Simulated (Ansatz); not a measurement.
**H₄NO₂STa: how energies converge with the basis set**

One table from this session's results is given with a row withheld; the runs are named, their logs left out.

Computed with Ansatz 0.2.0, Gaussian basis. Level: one geometry, several basis sets.

Levels to be run: PBE0-D4/def2-SVP; ωB97M-V/def2-SVP; PBE0-D4/def2-QZVPP; ωB97M-V/def2-QZVPP; the functionals' def2-TZVPP values are taken from earlier runs.

## The geometry

The geometry comes from an earlier relaxation with PBE0-D4 in a triple-zeta def2 set; it is a stationary point, not always the lowest conformer. Ta takes the def2 core potential; no spin-orbit term is included.

SMILES `[NH2][Ta]([OH])([OH])=[S]`, 9 atoms, charge 0, spin multiplicity 1.

Atoms are counted from 1 here; the program's logs count them from 0.

Bond lengths: N1–Ta2 1.969 Å, N1–H6 1.010 Å, N1–H7 1.008 Å, Ta2–O3 1.899 Å, Ta2–O4 1.899 Å, Ta2–S5 2.168 Å, O3–H8 0.957 Å, O4–H9 0.957 Å. Angles: Ta2–N1–H6 124.0°, Ta2–N1–H7 125.3°, H6–N1–H7 110.7°, N1–Ta2–O3 109.4°, N1–Ta2–O4 109.4°, N1–Ta2–S5 106.7°, O3–Ta2–O4 106.9°, O3–Ta2–S5 112.2°, O4–Ta2–S5 112.2°, Ta2–O3–H8 130.9°, Ta2–O4–H9 130.9°.

The first run:

in.yaml

```yaml
crystal:
  periodic: [false, false, false]
  atoms:
    - {symbol: N, position_ang: [-0.277725, 0.759416, -1.429866]}
    - {symbol: Ta, position_ang: [0.136887, -0.037729, 0.322153]}
    - {symbol: O, position_ang: [1.115235, -1.645683, 0.067589]}
    - {symbol: O, position_ang: [-1.480664, -0.508626, 1.199234]}
    - {symbol: S, position_ang: [1.268355, 1.444912, 1.427858]}
    - {symbol: H, position_ang: [-0.800091, 0.288210, -2.155076]}
    - {symbol: H, position_ang: [-0.004479, 1.682517, -1.729223]}
    - {symbol: H, position_ang: [2.019356, -1.870494, 0.288392]}
    - {symbol: H, position_ang: [-1.888273, -0.158822, 1.991839]}
basis:
  gaussian: {orbitals: def2-SVP}
hamiltonian: {xc: pbe0, dispersion: d4}
output: {orbitals: {seedname: orbitals}}
```

Started as:

```sh
$ ansatz run in.yaml --threads 2 --pin off --events-out ev --progress --plain --max-ram 32768MiB --backend cpu
```

Steps of the session up to this table: PBE0-D4 in def2-SVP; ωB97M-V in def2-SVP; PBE0-D4 in def2-QZVPP; ωB97M-V in def2-QZVPP.

One of the session's tables, all rows but one given; the rest of the session is left out.

It belongs to the step «Density functionals: the series». 

| functional | basis | HOMO (eV) |
| --- | --- | --- |
| PBE0-D4 | def2-SVP | ? |
| PBE0-D4 | def2-TZVPP | -7.39 |
| PBE0-D4 | def2-QZVPP | -7.43 |
| ωB97M-V | def2-SVP | -9.48 |
| ωB97M-V | def2-TZVPP | -9.50 |
| ωB97M-V | def2-QZVPP | -9.55 |

Estimate the missing values for PBE0-D4, def2-SVP.

**Answer.** HOMO (eV): -7.40. In the column «HOMO (eV)» it lies between PBE0-D4, def2-QZVPP (-7.43) and PBE0-D4, def2-TZVPP (-7.39).
